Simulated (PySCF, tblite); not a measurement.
# H8NO4PSi3, a small gas-phase stand-in for a defect centre: NMR shifts, core binding energies and electronic excitations, part 2 of 2

tblite 0.8.0 and PySCF 2.14.0. Atoms count from 0, parts from 1. Earlier steps stand in the parts before.

### 5 Core holes by ΔSCF: SCAN, X2C

Job settings and geometry (Å):

```
{"job": {"kind": "xps", "holes": 5}, "charge": 0, "multiplicity": 1}
Si    -0.117892     0.805190    -1.409058
N     -0.578535    -0.844800    -1.095162
Si    -0.397180    -1.552132     0.524447
Si    -1.223283    -1.842107    -2.404812
O      0.364032     1.108178     0.217613
P      1.107865     2.297900     0.991952
O      1.481366     3.495961     0.228005
O      0.065082     2.531717     2.199106
O      2.361418     1.547628     1.654262
H      1.023249    -1.520397     0.984016
H     -1.268645    -0.882630     1.529185
H     -0.813542    -2.983373     0.398757
H     -2.600754    -2.314390    -2.077327
H     -0.351217    -3.030292    -2.639539
H     -1.260430    -0.991489    -3.631303
H      0.079974     3.459173     2.469175
H      2.118978     0.715660     2.080919
```

Level: delta-SCF UKS SCAN, pcX-2 on the ionised atom, pcseg-1 elsewhere, spin-free X2C.

What it wrote:

```text
ground state, core basis on atom 0 (Si), 224 functions
  cycle   1  E = -1572.62875756  |g| = 1.30e+00
  cycle   2  E = -1571.73179786  |g| = 2.43e+00
  cycle   3  E = -1572.92114007  |g| = 4.09e-01
  cycle   4  E = -1572.95403485  |g| = 1.23e-01
  cycle   5  E = -1572.95641772  |g| = 5.45e-02
  cycle   6  E = -1572.95699014  |g| = 1.78e-02
  cycle   7  E = -1572.95704119  |g| = 4.27e-03
  cycle   8  E = -1572.95704578  |g| = 1.44e-03
  cycle   9  E = -1572.95704648  |g| = 9.58e-04
  cycle  10  E = -1572.95704791  |g| = 1.05e-04
  E(ground) = -1573.05703161 Eh
hole in Si 2p of atom 0
  cycle   1  E = -1568.64969226  |g| = 1.23e+00
  cycle   2  E = -1564.54439162  |g| = 2.50e+00
  cycle   3  E = -1568.39614798  |g| = 1.15e+00
  cycle   4  E = -1568.92664241  |g| = 2.87e-01
  cycle   5  E = -1568.88357739  |g| = 4.29e-01
  cycle   6  E = -1568.97148743  |g| = 1.17e-01
  cycle   7  E = -1568.97709964  |g| = 5.65e-02
  cycle   8  E = -1568.97834519  |g| = 2.07e-02
  cycle   9  E = -1568.97850409  |g| = 6.39e-03
  cycle  10  E = -1568.97851599  |g| = 2.49e-03
  cycle  11  E = -1568.97852252  |g| = 7.41e-04
  cycle  12  E = -1568.97852149  |g| = 1.98e-04
  E(ion) = -1569.08850729 Eh   <S^2> = 0.7523   hole on atom = 1.003   binding energy = 107.989 eV
  2p3/2 = 107.861 eV   2p1/2 = 108.497 eV
ground state, core basis on atom 1 (N), 213 functions
  cycle   1  E = -1572.87015609  |g| = 7.43e-02
  cycle   2  E = -1572.87015269  |g| = 2.26e-02
  cycle   3  E = -1572.87000954  |g| = 3.50e-02
  cycle   4  E = -1572.87028768  |g| = 5.77e-03
  cycle   5  E = -1572.87029724  |g| = 1.69e-03
  cycle   6  E = -1572.87029575  |g| = 5.49e-04
  cycle   7  E = -1572.87029692  |g| = 1.20e-04
  E(ground) = -1573.01007871 Eh
hole in N 1s of atom 1
  cycle   1  E = -1557.27377941  |g| = 1.88e+00
  cycle   2  E = -1555.63868160  |g| = 2.46e+00
  cycle   3  E = -1557.79040038  |g| = 7.01e-01
  cycle   4  E = -1557.88874004  |g| = 5.80e-01
  cycle   5  E = -1557.99764533  |g| = 2.24e-01
  cycle   6  E = -1558.01794087  |g| = 7.28e-02
  cycle   7  E = -1558.01979524  |g| = 2.79e-02
  cycle   8  E = -1558.02006928  |g| = 9.82e-03
  cycle   9  E = -1558.02010669  |g| = 3.69e-03
  cycle  10  E = -1558.02011084  |g| = 1.20e-03
  cycle  11  E = -1558.02011251  |g| = 3.03e-04
  E(ion) = -1558.15710400 Eh   <S^2> = 0.7682   hole on atom = 1.000   binding energy = 404.170 eV
ground state, core basis on atom 2 (Si), 224 functions
  cycle   1  E = -1572.94920182  |g| = 2.89e-01
  cycle   2  E = -1572.94893365  |g| = 6.29e-02
  cycle   3  E = -1572.94752385  |g| = 9.41e-02
  cycle   4  E = -1572.94945572  |g| = 2.19e-02
  cycle   5  E = -1572.94956562  |g| = 3.25e-03
  cycle   6  E = -1572.94956567  |g| = 1.10e-03
  cycle   7  E = -1572.94956686  |g| = 1.90e-04
  E(ground) = -1573.05020066 Eh
hole in Si 2p of atom 2
  cycle   1  E = -1568.65538833  |g| = 1.24e+00
  cycle   2  E = -1566.10898781  |g| = 2.02e+00
  cycle   3  E = -1568.41147097  |g| = 1.10e+00
  cycle   4  E = -1568.94730928  |g| = 2.39e-01
  cycle   5  E = -1568.95926525  |g| = 2.40e-01
  cycle   6  E = -1568.98367896  |g| = 4.93e-02
  cycle   7  E = -1568.98441255  |g| = 2.97e-02
  cycle   8  E = -1568.98476355  |g| = 6.05e-03
  cycle   9  E = -1568.98477524  |g| = 3.17e-03
  cycle  10  E = -1568.98478162  |g| = 1.06e-03
  cycle  11  E = -1568.98478127  |g| = 4.45e-04
  E(ion) = -1569.09620355 Eh   <S^2> = 0.7519   hole on atom = 1.003   binding energy = 107.594 eV
  2p3/2 = 107.360 eV   2p1/2 = 107.985 eV
ground state, core basis on atom 3 (Si), 224 functions
  cycle   1  E = -1572.94931321  |g| = 2.89e-01
  cycle   2  E = -1572.94942780  |g| = 4.30e-02
  cycle   3  E = -1572.94940056  |g| = 3.41e-02
  cycle   4  E = -1572.94958187  |g| = 1.69e-02
  cycle   5  E = -1572.94965596  |g| = 1.98e-03
  cycle   6  E = -1572.94965611  |g| = 4.79e-04
  E(ground) = -1573.05004761 Eh
hole in Si 2p of atom 3
  cycle   1  E = -1568.65561419  |g| = 1.23e+00
  cycle   2  E = -1563.05867768  |g| = 2.80e+00
  cycle   3  E = -1568.43952556  |g| = 1.09e+00
  cycle   4  E = -1568.94260710  |g| = 2.90e-01
  cycle   5  E = -1568.94964608  |g| = 2.72e-01
  cycle   6  E = -1568.98153200  |g| = 6.62e-02
  cycle   7  E = -1568.98308662  |g| = 2.83e-02
  cycle   8  E = -1568.98338310  |g| = 7.90e-03
  cycle   9  E = -1568.98340142  |g| = 4.28e-03
  cycle  10  E = -1568.98340940  |g| = 1.34e-03
  cycle  11  E = -1568.98340962  |g| = 6.22e-04
  cycle  12  E = -1568.98341094  |g| = 8.71e-05
  E(ion) = -1569.09464557 Eh   <S^2> = 0.7518   hole on atom = 1.002   binding energy = 107.632 eV
  2p3/2 = 107.400 eV   2p1/2 = 108.024 eV
ground state, core basis on atom 4 (O), 213 functions
  cycle   1  E = -1572.88721710  |g| = 1.13e-01
  cycle   2  E = -1572.88387024  |g| = 1.53e-01
  cycle   3  E = -1572.88752347  |g| = 5.78e-02
  cycle   4  E = -1572.88807062  |g| = 1.76e-02
  cycle   5  E = -1572.88813826  |g| = 4.26e-03
  cycle   6  E = -1572.88814206  |g| = 5.96e-04
  cycle   7  E = -1572.88813951  |g| = 2.58e-04
  E(ground) = -1573.02642981 Eh
hole in O 1s of atom 4
  cycle   1  E = -1552.24463663  |g| = 2.24e+00
  cycle   2  E = -1551.19656415  |g| = 2.51e+00
  cycle   3  E = -1552.82087901  |g| = 8.06e-01
  cycle   4  E = -1552.89071047  |g| = 7.00e-01
  cycle   5  E = -1553.08195169  |g| = 1.71e-01
  cycle   6  E = -1553.09202163  |g| = 7.41e-02
  cycle   7  E = -1553.09393513  |g| = 1.38e-02
  cycle   8  E = -1553.09398367  |g| = 1.02e-02
  cycle   9  E = -1553.09402522  |g| = 3.04e-03
  cycle  10  E = -1553.09402926  |g| = 1.14e-03
  cycle  11  E = -1553.09402872  |g| = 6.61e-04
  cycle  12  E = -1553.09403031  |g| = 1.93e-04
  E(ion) = -1553.23255282 Eh   <S^2> = 0.7638   hole on atom = 1.000   binding energy = 538.619 eV
```

Wall time 92 s (1 thread of Arm Neoverse V1, shared host); peak memory 1 GiB.

Binding energies by hole, beside the orbital energy of the ground state; the difference holds orbital relaxation and, for a density functional, its self-interaction error:

| hole | stands for | environment | ΔSCF (eV; 2p as the shell's mean) | −ε (eV) | ⟨S²⟩ |
| --- | --- | --- | --- | --- | --- |
| Si2p on Si0 | Si0 | silicon bonded to N, O | 108.07 | 97.4 | 0.752 |
| N1s on N1 | N1 | nitrogen bonded to 3 Si | 404.17 | 386.2 | 0.768 |
| Si2p on Si2 | Si2 | silicon bonded to N, 3 H | 107.57 | 96.9 | 0.752 |
| Si2p on Si3 | Si3 | silicon bonded to N, 3 H | 107.61 | 96.9 | 0.752 |
| O1s on O4 | O4 | oxygen bonded to P, Si | 538.62 | 517.7 | 0.764 |

With the spin-orbit splitting: Si0 2p3/2 107.86, 2p1/2 108.50 eV; Si2 2p3/2 107.36, 2p1/2 107.98 eV; Si3 2p3/2 107.40, 2p1/2 108.02 eV. The table gives each 2p level as the mean over the whole 2p shell (two parts 2p3/2, one part 2p1/2), which differs a little from the single hole in the log.

### 6 TDDFT and polarisability: CAM-B3LYP/def2-SVPD

Settings changed since step 5:

```diff
@@ -1,2 +1,2 @@
-{"job": {"kind": "xps", "holes": 5}, "charge": 0, "multiplicity": 1}
+{"job": {"kind": "uv", "xc": "CAM-B3LYP", "basis": "def2-SVPD", "nstates": 6, "ntriplets": 2, "ip": true}, "charge": 0, "multiplicity": 1}
 Si    -0.117892     0.805190    -1.409058
```

Method: TDDFT CAM-B3LYP/def2-SVPD, vertical, gas phase, core orbitals frozen in the response.

What it wrote:

```text
coarse grid: 16864 points
cycle   1  E = -1569.2193543217  dE =  1.306e+00  |g| = 1.293e+00  |ddm| = 5.869e+00
cycle   2  E = -1569.0167090694  dE =  2.026e-01  |g| = 1.682e+00  |ddm| = 4.505e+00
cycle   3  E = -1569.5370855028  dE = -5.204e-01  |g| = 1.811e-01  |ddm| = 2.294e+00
cycle   4  E = -1569.5423043771  dE = -5.219e-03  |g| = 7.756e-02  |ddm| = 2.551e-01
cycle   5  E = -1569.5433934085  dE = -1.089e-03  |g| = 1.255e-02  |ddm| = 8.978e-02
cycle   6  E = -1569.5434201340  dE = -2.673e-05  |g| = 7.712e-03  |ddm| = 3.039e-02
cycle   7  E = -1569.5434314257  dE = -1.129e-05  |g| = 7.727e-04  |ddm| = 9.261e-03
cycle   8  E = -1569.5434316739  dE = -2.481e-07  |g| = 1.960e-04  |ddm| = 3.498e-03
final grid: 146504 points
cycle   9  E = -1569.7645712492  dE = -1.797e-05  |g| = 2.094e-03  |ddm| = 5.922e-02
cycle  10  E = -1569.7645706224  dE =  6.268e-07  |g| = 2.868e-03  |ddm| = 8.867e-03
cycle  11  E = -1569.7645722410  dE = -1.619e-06  |g| = 1.953e-04  |ddm| = 2.817e-03
cycle  12  E = -1569.7645722502  dE = -9.202e-09  |g| = 1.112e-04  |ddm| = 7.931e-04
cycle  13  E = -1569.7645722525  dE = -2.311e-09  |g| = 4.186e-05  |ddm| = 1.877e-04
cycle  14  E = -1569.7645722528  dE = -3.288e-10  |g| = 1.074e-05  |ddm| = 7.506e-05
converged SCF energy = -1569.7645722528

Static polarisability (au): isotropic 123.060, principal 101.494 120.960 146.726

Singlet excitations
state   eV       nm        f      main configurations
  1   4.7859    259.1   0.06438   H->L 0.98
  2   5.9273    209.2   0.06381   H-1->L 0.92
  3   6.6703    185.9   0.24548   H->L+1 0.64, H->L+2 0.17, H->L+5 0.08
  4   6.8808    180.2   0.00201   H-2->L 0.67, H-3->L 0.28
  5   6.9824    177.6   0.05748   H->L+2 0.74, H->L+1 0.11
  6   7.0241    176.5   0.00145   H-1->L+2 0.80, H-1->L+1 0.13

Triplet excitations (Tamm-Dancoff, eV): 2.9333 5.0078
Vertical ionisation energy (delta-SCF) = 9.5516 eV
Vertical electron affinity (delta-SCF) = 0.2368 eV
```

Run time: 8.5 min. Hardware: 1 thread of Arm Neoverse V1, shared host; peak memory 1.9 GiB.

The orbitals next to the gap, with their largest atomic shares:

| orbital | eV | atoms |
| --- | --- | --- |
| HOMO−3 | -10.51 | O6 71 %, P5 10 %, O7 6 % |
| HOMO−2 | -10.40 | O6 68 %, O7 10 %, P5 8 % |
| HOMO−1 | -9.76 | N1 46 %, Si3 12 %, Si2 9 % |
| HOMO | -8.83 | Si0 62 %, O4 16 %, N1 13 % |
| LUMO | -0.80 | Si0 61 %, O4 15 %, N1 15 % |
| LUMO+1 | 0.36 | O8 14 %, O7 13 %, P5 11 % |
| LUMO+2 | 0.63 | Si3 21 %, Si2 20 %, Si0 15 % |

With each of the 6 states as a Gaussian band of 0.4 eV half-width at 1/e, the curve within the window shown has maxima at 259 nm (ε 2,600), 185 nm (ε 11,000) L/(mol cm). Beyond the last state computed it falls off for lack of states. The curve at chosen wavelengths:

nm, ε (L/mol/cm) and a bar:
```
      169       1866 ####
      174       5107 #############
      179       9229 ########################
      184      11439 ##############################
      189      10091 ##########################
      194       6881 ##################
      199       4396 ###########
      204       3332 ########
      209       2893 #######
      214       2361 ######
      219       1660 ####
      224       1040 ##
      229        711 #
      235        777 #
      240       1152 ##
      245       1681 ####
      250       2193 #####
      255       2528 ######
      260       2599 ######
      265       2410 ######
      270       2037 #####
      275       1586 ###
      280       1147 ##
      285        778 #
      290        498 #
      295        302
```

Ground-state properties from the same run:

| property | computed |
| --- | --- |
| dipole moment (D) | 3.75 |
| polarisability (Å³) | 18.24 |
| HOMO–LUMO gap (eV) | 8.03 |
| −ε(HOMO) (eV) | 8.83 |

### 7 What came out

This closing draws on all 2 parts.

```
                                                    quantity                                               value
                                                 point group                                                  C1
                        rotational constants (main isotopes)                                1.87, 0.45, 0.40 GHz
                       1H shifts against TMS (PBE0/pcSseg-1)  5.09, 4.94, 4.74, 4.67, 4.66, 4.57, 3.29, 3.27 ppm
                     29Si shifts against TMS (PBE0/pcSseg-1)                             127.7, -54.4, -59.1 ppm
                      15N shifts against NH3 (PBE0/pcSseg-1)                                           122.0 ppm
                      17O shifts against H2O (PBE0/pcSseg-1)                      258.1, 152.5, 116.9, 115.0 ppm
                    31P shifts against H3PO4 (PBE0/pcSseg-1)                                           -15.6 ppm
                           Si2p binding energies, SCAN/pcX-2               Si0 108.07, Si3 107.61, Si2 107.57 eV
                            N1s binding energies, SCAN/pcX-2                                        N1 404.17 eV
O1s binding energies, SCAN/pcX-2 (standing for 1 of 4 atoms)                                        O4 538.62 eV
                        lowest singlet (CAM-B3LYP/def2-SVPD)                         4.79 eV (259 nm), f = 0.064
                    brightest single state of those computed                         state 3, 6.67 eV, f = 0.245
                                              lowest triplet                                             2.93 eV
                           vertical ionisation energy (ΔSCF)                                             9.55 eV
                           vertical electron affinity (ΔSCF)                                             0.24 eV
```

The start of the PBE0/def2-SVP relaxation was shaken at random by about 0.01 Å, so part of the energy gained, and of the first lengths quoted, undoes that. The optimisation took 27 steps and gained 0.609 eV; among the close pairs (by a distance rule), Si0–O4 changed most, from 1.660 to 1.723 Å (PBE0/def2-SVP). No frequency check was run at this level, so the end point may be a saddle. Hydrogens of an XH3 group are listed apart at this fixed geometry; free rotation makes them one line at their mean. At PBE0/pcSseg-1: Shielding is most anisotropic at Si0 (span 587 ppm, paramagnetic term -657 ppm). At SCAN/pcX-2: Si0 (silicon bonded to N, O) binds its Si2p electron 0.50 eV more tightly than Si2 (silicon bonded to N, 3 H). The first singlet state (HOMO→LUMO 0.98) lies at 4.79 eV and is bright; of the 6 states computed, the strongest absorption comes from state 3 at 6.67 eV. The lowest triplet lies 1.85 eV below the lowest singlet (triplets in Tamm-Dancoff, singlets in full TDDFT). ΔSCF puts the ionisation energy at 9.55 eV, 0.73 eV above −ε(HOMO). A capped cluster stands for the solid here, so long-range fields and strain are missing, and bands or shifts of the capping hydrogens have no counterpart in it.
